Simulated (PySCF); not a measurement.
**C2HBrFO+: fields and orbitals**

For C2HBrFO+, the scripts below analyse its density (charges, bond critical points, surface potential), compute its lowest excited states, see where an electron leaves and enters and measure its response to a uniform field.

The runs use PySCF 2.14.0; levels as typed in each script, gas phase, geometry from GFN2-xTB.

### Step 1. Starting geometry

6 atoms, charge 1, spin multiplicity 1.

Bond lengths: O1–C2 1.115 Å, C2–C3 1.430 Å, C3–F4 1.316 Å, C3–Br5 2.048 Å, C3–H6 1.108 Å. Angles: O1–C2–C3 177.7°, C2–C3–F4 116.0°, C2–C3–Br5 90.9°, C2–C3–H6 115.4°, F4–C3–Br5 112.5°, F4–C3–H6 111.3°, Br5–C3–H6 109.1°.

As a file:

```csv
atom,x (Å),y (Å),z (Å)
O1,-1.95942,1.41249,0.14538
C2,-1.42778,0.46759,-0.11390
C3,-0.69683,-0.71671,-0.44461
F4,-0.93346,-1.76881,0.30909
Br5,1.07185,0.20285,0.02644
H6,-0.69048,-0.98569,-1.51921
```

### Step 2. Density, bond paths and surface potential (PBE0/def2-svp)

File input.py:

```python
import numpy as np
from pyscf import gto, scf, dft
from pyscf.scf import atom_ks, atom_hf
from scipy.linalg import block_diag

def solve(mol, dm0=None, hcore=None):
    mf = (dft.UKS if mol.spin else dft.RKS)(mol, xc='pbe0')
    mf.grids.level = 3
    mf = mf.density_fit(auxbasis='def2-universal-jkfit')
    mf.conv_tol, mf.max_cycle = 1e-8, 80
    if hcore is not None:
        mf.get_hcore = lambda *args: hcore
    mf.kernel(dm0)
    if not mf.converged:
        mf = mf.newton().run(mf.mo_coeff, mf.mo_occ, max_cycle=30)
    assert mf.converged, 'SCF not converged'
    return mf

mol = gto.M(atom='''
O     -1.95942     1.41249     0.14538
C     -1.42778     0.46759    -0.11390
C     -0.69683    -0.71671    -0.44461
F     -0.93346    -1.76881     0.30909
Br     1.07185     0.20285     0.02644
H     -0.69048    -0.98569    -1.51921
''', basis='def2-svp', charge=1, spin=0, verbose=4)
mf = solve(mol)
mf.analyze()
# spherically averaged free atoms, for the promolecule
atm = atom_ks.get_atm_nrks(mol, xc='pbe0')
pro = block_diag(*[(atm[a[0]][2] * atm[a[0]][3]) @ atm[a[0]][2].T for a in mol._atom])
np.savez('result.npz', e=mf.e_tot, c=mf.mo_coeff, occ=mf.mo_occ, eps=mf.mo_energy, pro=pro, dip=mf.dip_moment(verbose=0), s2=mf.spin_square()[0])
```

Command:

```
> OMP_NUM_THREADS=1 python input.py
```

### Step 4. Excited states (M06-2X/cc-pvdz)

File input.py:

```python
import numpy as np
from pyscf import gto, scf, dft, tdscf
from pyscf.scf import atom_ks, atom_hf
from scipy.linalg import block_diag

def solve(mol, dm0=None, hcore=None):
    mf = (dft.UKS if mol.spin else dft.RKS)(mol, xc='m062x')
    mf.grids.level = 3
    mf = mf.density_fit(auxbasis='def2-universal-jkfit')
    mf.conv_tol, mf.max_cycle = 1e-8, 80
    if hcore is not None:
        mf.get_hcore = lambda *args: hcore
    mf.kernel(dm0)
    if not mf.converged:
        mf = mf.newton().run(mf.mo_coeff, mf.mo_occ, max_cycle=30)
    assert mf.converged, 'SCF not converged'
    return mf

mol = gto.M(atom='''
O     -1.95942     1.41249     0.14538
C     -1.42778     0.46759    -0.11390
C     -0.69683    -0.71671    -0.44461
F     -0.93346    -1.76881     0.30909
Br     1.07185     0.20285     0.02644
H     -0.69048    -0.98569    -1.51921
''', basis='cc-pvdz', charge=1, spin=0, verbose=4)
mf = solve(mol)
td = mf.TDDFT()
td.nstates, td.singlet, td.conv_tol = 6, True, 1e-5
td.kernel()
td.analyze()
x, y = np.array([p[0] for p in td.xy]), np.array([p[1] + 0 * p[0] for p in td.xy])
f, mu = td.oscillator_strength(), td.transition_dipole()
nto = [td.get_nto(state=i + 1, verbose=4) for i in range(len(td.e))]
# spherically averaged free atoms, for the promolecule
atm = atom_ks.get_atm_nrks(mol, xc='m062x')
pro = block_diag(*[(atm[a[0]][2] * atm[a[0]][3]) @ atm[a[0]][2].T for a in mol._atom])
np.savez('result.npz', e=td.e, f=f, ok=td.converged, w=[n[0] for n in nto], nto=[n[1] for n in nto], x=x, y=y, c=mf.mo_coeff, occ=mf.mo_occ, eps=mf.mo_energy, pro=pro, mu=mu)
```

### Step 6. Removing and adding an electron (PBE/def2-svpd)

File input.py:

```python
import numpy as np
from pyscf import gto, scf, dft
from pyscf.scf import atom_ks, atom_hf
from scipy.linalg import block_diag

def solve(mol, dm0=None, hcore=None):
    mf = (dft.UKS if mol.spin else dft.RKS)(mol, xc='pbe')
    mf.grids.level = 3
    mf = mf.density_fit(auxbasis='def2-universal-jkfit')
    mf.conv_tol, mf.max_cycle = 1e-8, 80
    if hcore is not None:
        mf.get_hcore = lambda *args: hcore
    mf.kernel(dm0)
    if not mf.converged:
        mf = mf.newton().run(mf.mo_coeff, mf.mo_occ, max_cycle=30)
    assert mf.converged, 'SCF not converged'
    return mf

mol = gto.M(atom='''
O     -1.95942     1.41249     0.14538
C     -1.42778     0.46759    -0.11390
C     -0.69683    -0.71671    -0.44461
F     -0.93346    -1.76881     0.30909
Br     1.07185     0.20285     0.02644
H     -0.69048    -0.98569    -1.51921
''', basis='def2-svpd', charge=1, spin=0, verbose=4)
mf = solve(mol)
out = dict(e0=mf.e_tot, dm0=mf.make_rdm1(), c=mf.mo_coeff, occ=mf.mo_occ, eps=mf.mo_energy)
for name, dq, spin in [('cation', 1, 1), ('anion', -1, 1)]:
    ion = mol.copy().set(charge=mol.charge + dq, spin=spin).build()
    mi = solve(ion)
    if spin and dq > 0 and mol.nao < 130:
        c, _, stable, _ = mi.stability(return_status=True)
        if not stable:
            mi = solve(ion, mi.make_rdm1(c, mi.mo_occ))
    print(name, 'vertical energy change / eV', (mi.e_tot - mf.e_tot) * 27.211386)
    out.update({'e_' + name: mi.e_tot, 'dm_' + name: mi.make_rdm1(), 's2_' + name: mi.spin_square()[0], 'eps_' + name: mi.mo_energy, 'occ_' + name: mi.mo_occ})
# spherically averaged free atoms, for the promolecule
atm = atom_ks.get_atm_nrks(mol, xc='pbe')
pro = block_diag(*[(atm[a[0]][2] * atm[a[0]][3]) @ atm[a[0]][2].T for a in mol._atom])
np.savez('result.npz', pro=pro, **out)
```

### Step 8. Response to an electric field (B3LYP/def2-tzvp)

File input.py:

```python
import numpy as np
from pyscf import gto, scf, dft
from pyscf.scf import atom_ks, atom_hf
from scipy.linalg import block_diag

def solve(mol, dm0=None, hcore=None):
    mf = (dft.UKS if mol.spin else dft.RKS)(mol, xc='b3lyp')
    mf.grids.level = 3
    mf = mf.density_fit(auxbasis='def2-universal-jkfit')
    mf.conv_tol, mf.max_cycle = 1e-8, 80
    if hcore is not None:
        mf.get_hcore = lambda *args: hcore
    mf.kernel(dm0)
    if not mf.converged:
        mf = mf.newton().run(mf.mo_coeff, mf.mo_occ, max_cycle=30)
    assert mf.converged, 'SCF not converged'
    return mf

mol = gto.M(atom='''
O     -1.95942     1.41249     0.14538
C     -1.42778     0.46759    -0.11390
C     -0.69683    -0.71671    -0.44461
F     -0.93346    -1.76881     0.30909
Br     1.07185     0.20285     0.02644
H     -0.69048    -0.98569    -1.51921
''', basis='def2-tzvp', charge=1, spin=0, verbose=4)
field = np.array([0.0, 0.008, 0.0])  # atomic units
mol.set_common_orig(mol.atom_charges() @ mol.atom_coords() / mol.atom_charges().sum())
mf = solve(mol)
out = dict(dm0=mf.make_rdm1(), d0=mf.dip_moment(unit='AU'), e0=mf.e_tot)
for name, sign in (('p', 1), ('m', -1)):
    h = mf.get_hcore() + sign * np.einsum('x,xij->ij', field, mol.intor('int1e_r'))
    mi = solve(mol, mf.make_rdm1(), h)
    out.update({'dm' + name: mi.make_rdm1(), 'd' + name: mi.dip_moment(unit='AU'), 'e' + name: mi.e_tot})
# spherically averaged free atoms, for the promolecule
atm = atom_ks.get_atm_nrks(mol, xc='b3lyp')
pro = block_diag(*[(atm[a[0]][2] * atm[a[0]][3]) @ atm[a[0]][2].T for a in mol._atom])
np.savez('result.npz', pro=pro, **out)
```

(Steps that only read results are left out.)

**Question.** What will these runs give? Wanted: dipole moment; HOMO, LUMO; lowest singlet excitation; vertical ionisation energy; vertical electron affinity; polarisability along the field.

As calculated:

```
                                        quantity             value
                   dipole moment (PBE0/def2-svp)            4.03 D
                      HOMO, LUMO (PBE0/def2-svp)  -14.71, -9.34 eV
      lowest singlet excitation (M06-2X/cc-pvdz)           4.13 eV
      vertical ionisation energy (PBE/def2-svpd)          17.14 eV
      vertical electron affinity (PBE/def2-svpd)           6.89 eV
polarisability along the field (B3LYP/def2-tzvp)        41.5 bohr³
```

**Reading.** At PBE0/def2-svp: The highest Hirshfeld charge is on C2 (+0.39 e), the lowest on F4 (+0.01 e). The ionisation energy from two SCF runs, 17.14 eV, lies 3.7 eV above −ε(HOMO) = 13.43 eV of the same level, PBE/def2-svpd, since self-interaction lifts this functional's HOMO. All values hold at the given geometry, in the gas phase.
